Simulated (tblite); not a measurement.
# C3H8GeOS: the cost of one run

The runs use tblite 0.8.0 and PySCF 2.14.0, with density-fitted response routines of our own; the level of theory stands in each step. All values are computed, except where a source is named. Atoms are numbered from 0 throughout.

### Step 1. The starting structure

14 atoms, charge 0, multiplicity 1; geometry from: force field or distance geometry start.

Bonds of the start (Å): C0–C1 1.52, C1–O2 1.39, O2–Ge3 1.76, C1–C4 1.49, C4–S5 1.84, S5–C1 1.83, C0–H6 1.10, C0–H7 1.11, C0–H8 1.11, Ge3–H9 1.57, Ge3–H10 1.55, Ge3–H11 1.55, C4–H12 1.13, C4–H13 1.10.

### Step 2. Optimising the geometry with GFN2-xTB

The job: settings as JSON, then the geometry in Å.

```
{"job": {"kind": "relax", "xc": "GFN2-xTB", "basis": "xTB"}, "charge": 0, "multiplicity": 1}
C     -1.794900    -1.005100     0.265300
C     -0.526600    -0.199100     0.007100
O      0.619000    -0.976400     0.132100
Ge     2.144400    -0.149400    -0.146700
C     -0.516300     1.277200     0.194800
S     -0.732500     0.732800    -1.553800
H     -1.619800    -1.867300     0.930300
H     -2.117700    -1.348900    -0.738100
H     -2.596300    -0.337500     0.637400
H      3.155200    -1.128100    -0.836600
H      2.832800     0.320000     1.160400
H      2.049400     1.087600    -1.072700
H      0.470600     1.809200     0.321800
H     -1.368000     1.784600     0.676600
```

Launch:

```bash
$ OMP_NUM_THREADS=1 python probes_run.py task.json out
```

This one command runs all jobs of the session in turn.

**Question.** How long does this first job take on 1 thread of Arm Neoverse N1, shared host, and how much memory does it need?

About 1.3 s, with a peak of 0.18 GiB.
